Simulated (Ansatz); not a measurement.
# ScSbS3: the cost of one run

Computed with Ansatz 0.2.0 (DFT PBE, scalar-relativistic, plane waves, PAW, unless a step's input says otherwise).

**1. Starting point**

The structure is hexagonal, space group P6mm (No. 183). The conventional cell has a = 4.281 Å, b = 4.281 Å, c = 8.982 Å, α = 90.00°, β = 90.00°, γ = 120.00°. Sc (site symmetry 6mm) has 1 Sb at 1.99 Å in its first shell of neighbours. Around Sb (site symmetry 6mm) lie 1 Sc at 1.99 Å. S (site symmetry 3m) has 6 S at 2.47 to 2.52 Å in its first shell of neighbours. Around S (site symmetry 6mm) lie 6 S at 2.52 Å.

Coordinates:

```cif
data_structure
_symmetry_space_group_name_H-M 'P 1'
_symmetry_Int_Tables_number 1
_cell_length_a 4.2805
_cell_length_b 4.2805
_cell_length_c 8.9821
_cell_angle_alpha 90.000
_cell_angle_beta 90.000
_cell_angle_gamma 120.000
_cell_volume 142.53
loop_
_atom_site_label
_atom_site_type_symbol
_atom_site_fract_x
_atom_site_fract_y
_atom_site_fract_z
_atom_site_occupancy
Sc1 Sc 0.00000 0.00000 0.71966 1
Sb1 Sb 0.00000 0.00000 0.94124 1
S1 S 0.33333 0.66667 0.33198 1
S2 S 0.66667 0.33333 0.33198 1
S3 S 0.00000 0.00000 0.27554 1
```

Recipe of the guess: random cell by space group and Wyckoff sites (P6mm, No. 183). Its size is a rough estimate.

**2. A first look at the guess**

input.yaml reads:

```yaml
crystal:
  lattice:
    - [4.28050673, 0.0, 0.0]
    - [-2.14025337, 3.70702757, 0.0]
    - [0.0, 0.0, 8.98207011]
  atoms:
    - { symbol: Sc, position: [0.0, 0.0, 0.71965781] }
    - { symbol: Sb, position: [0.0, 0.0, 0.94123866] }
    - { symbol: S, position: [0.33333333, 0.66666667, 0.33198417] }
    - { symbol: S, position: [0.66666667, 0.33333333, 0.33198417] }
    - { symbol: S, position: [0.0, 0.0, 0.27554432] }
basis:
  ecutwfc: 420
kpoints:
  mp_grid: { grid: [6, 6, 2] }
hamiltonian:
  xc: pbe
scf:
  occupations: { method: gaussian, width: 0.1 }
  lower_state_search: "off"
output:
  forces: true
  stress: true
  eigenvalues: true
```

Run with:

```bash
> ansatz run input.yaml --threads 1 --pin off --max-ram 2560MiB --backend cpu --events-out ev --progress --plain --runs-dir out
```

Q: Estimate wall time and peak memory on 1 thread of Intel Xeon at 2.50GHz (Skylake/Cascade Lake), shared host.

About 13 s, with a peak of 0.39 GiB.
